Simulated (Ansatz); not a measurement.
# C2H8Al2: the cost of one run

Program: Ansatz 0.2.0. Level of theory: RKS PBE-D4/def2-SVP. These are calculated values, not measurements.

## (1) The starting structure

Bond lengths: C1–Al2 1.952 Å, Al2–C3 1.961 Å, C3–Al4 2.030 Å, C1–H5 1.166 Å, C1–H6 1.080 Å, C1–H7 1.137 Å, Al2–H8 1.560 Å, C3–H9 1.068 Å, C3–H10 1.117 Å, Al4–H11 1.594 Å, Al4–H12 1.631 Å. Angles (14 of 18 angles, heavy atoms first): C1–Al2–C3 118.6°, Al2–C3–Al4 111.2°, C1–Al2–H8 122.3°, C3–Al2–H8 119.1°, Al2–C1–H5 108.4°, Al2–C1–H6 114.3°, Al2–C1–H7 111.1°, Al2–C3–H9 112.4°, Al2–C3–H10 111.1°, Al4–C3–H9 106.8°, Al4–C3–H10 104.5°, C3–Al4–H11 117.5°, C3–Al4–H12 114.8°, H5–C1–H6 107.9°.

As a file:

```xyz
12

C    -1.2344    1.4942    0.2014
Al   -0.8423   -0.1035   -0.8485
C     0.9951   -0.7885   -0.8657
Al    1.6458   -1.1944    1.0136
H    -2.3605    1.7604    0.0591
H    -1.0493    1.3869    1.2597
H    -0.6546    2.3920   -0.1872
H    -1.9383   -0.8489   -1.6709
H     1.0873   -1.6930   -1.4270
H     1.7077   -0.0174   -1.2483
H     1.7942    0.0307    2.0226
H     0.9262   -2.4736    1.7252
```

## (2) End point A

Input file input.yaml:

```yaml
crystal:
  periodic: [false, false, false]
  atoms:
    - { symbol: C, position_ang: [-1.2344, 1.4942, 0.2014] }
    - { symbol: Al, position_ang: [-0.8423, -0.1035, -0.8485] }
    - { symbol: C, position_ang: [0.9951, -0.7885, -0.8657] }
    - { symbol: Al, position_ang: [1.6458, -1.1944, 1.0136] }
    - { symbol: H, position_ang: [-2.3605, 1.7604, 0.0591] }
    - { symbol: H, position_ang: [-1.0493, 1.3869, 1.2597] }
    - { symbol: H, position_ang: [-0.6546, 2.392, -0.1872] }
    - { symbol: H, position_ang: [-1.9383, -0.8489, -1.6709] }
    - { symbol: H, position_ang: [1.0873, -1.693, -1.427] }
    - { symbol: H, position_ang: [1.7077, -0.0174, -1.2483] }
    - { symbol: H, position_ang: [1.7942, 0.0307, 2.0226] }
    - { symbol: H, position_ang: [0.9262, -2.4736, 1.7252] }
basis:
  gaussian: { orbitals: def2-SVP }
hamiltonian:
  xc: pbe
  dispersion: d4
relax:
  f_tol: 0.015
  max_steps: 40
```

Run with:

```console
ansatz run input.yaml --threads 2 --pin off --max-ram 3072MiB --backend cpu --events-out ev --progress --plain --runs-dir out
```

**Question.** How long does this run take on 2 threads of Intel Xeon Platinum 8488C (Sapphire Rapids), shared host, and how much memory does it need?

About 46 s, with a peak of 0.15 GiB.
